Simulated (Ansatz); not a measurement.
# CH6AsPS, SMILES C[AsH]PS: energies of removing a hydrogen

Computed with Ansatz 0.2.0 through its Python package.

Typed at the interpreter:
```pycon
>>> import ansatz as az
>>> from ase import Atoms
>>> def energy_of(molecule, charge=0, unpaired=0):
...     calc = molecule.calculation().basis(gaussian="cc-pVDZ").functional("pbe0", dispersion="d4")
...     if charge:
...         calc = calc.charge(charge)
...     if unpaired:
...         calc = calc.spin("collinear", total=unpaired)
...     return calc.run(threads=1).report["free_energy_ev"]
...
>>> def without(molecule, index):
...     rest = az.Crystal.molecule()
...     for i, site in enumerate(molecule.cartesian_sites):
...         if i != index:
...             rest = rest.atom(site.symbol, site.position_ang)
...     return rest
...
>>> atoms = Atoms(["C", "As", "P", "S", "H", "H", "H", "H", "H", "H"], positions=[
...     (-0.7906, -0.2537, -1.2192),
...     (-0.9757, -0.4071, 0.7243),
...     (1.2892, -0.2975, 0.9929),
...     (1.4124, 1.8503, 1.2881),
...     (-1.8209, -0.4456, -1.7065),
...     (-0.5539, 0.8491, -1.4834),
...     (-0.0512, -0.907, -1.6287),
...     (-0.9219, -1.9484, 0.6315),
...     (1.2642, -0.5735, 2.4706),
...     (1.2316, 2.0823, -0.0666),
... ])
>>> geometry = az.Crystal.molecule_from_ase(atoms)
>>> whole = energy_of(geometry, 0)
>>> hydrogen = energy_of(az.Crystal.molecule().atom("H", (0, 0, 0)), 0, 1)
>>> print(f"E(molecule) = {whole:.5f} eV, E(H) = {hydrogen:.5f} eV")
E(molecule) = -82083.99458 eV, E(H) = -13.61358 eV
>>> for index in [6, 7, 8]:
...     radical = energy_of(without(geometry, index), 0, 1)
...     print(f"H{index}: homolysis {96.485332 * (radical + hydrogen - whole):.1f} kJ/mol")
...     anion = energy_of(without(geometry, index), -1)
...     print(f"H{index}: loss of a proton {96.485332 * (anion - whole):.1f} kJ/mol")
...
H6: homolysis 462.0 kJ/mol
H6: loss of a proton 1701.9 kJ/mol
H7: homolysis 304.6 kJ/mol
H7: loss of a proton 1514.7 kJ/mol
H8: homolysis 327.3 kJ/mol
H8: loss of a proton 1506.0 kJ/mol
```

Notes:
- Total energies depend on the basis set; only differences at equal settings carry meaning.
- The geometry is a force-field or estimated start, not a minimum of this method, and the basis set is short of its limit. All parts are taken at fixed geometry, without zero-point energy.
- Anions want diffuse functions, which this basis lacks.
- It ran for 36 s on 1 thread of INTEL(R) XEON(R) PLATINUM 8581C CPU @ 2.10GHz (Emerald Rapids) (shared host), peak memory 0.44 GiB.
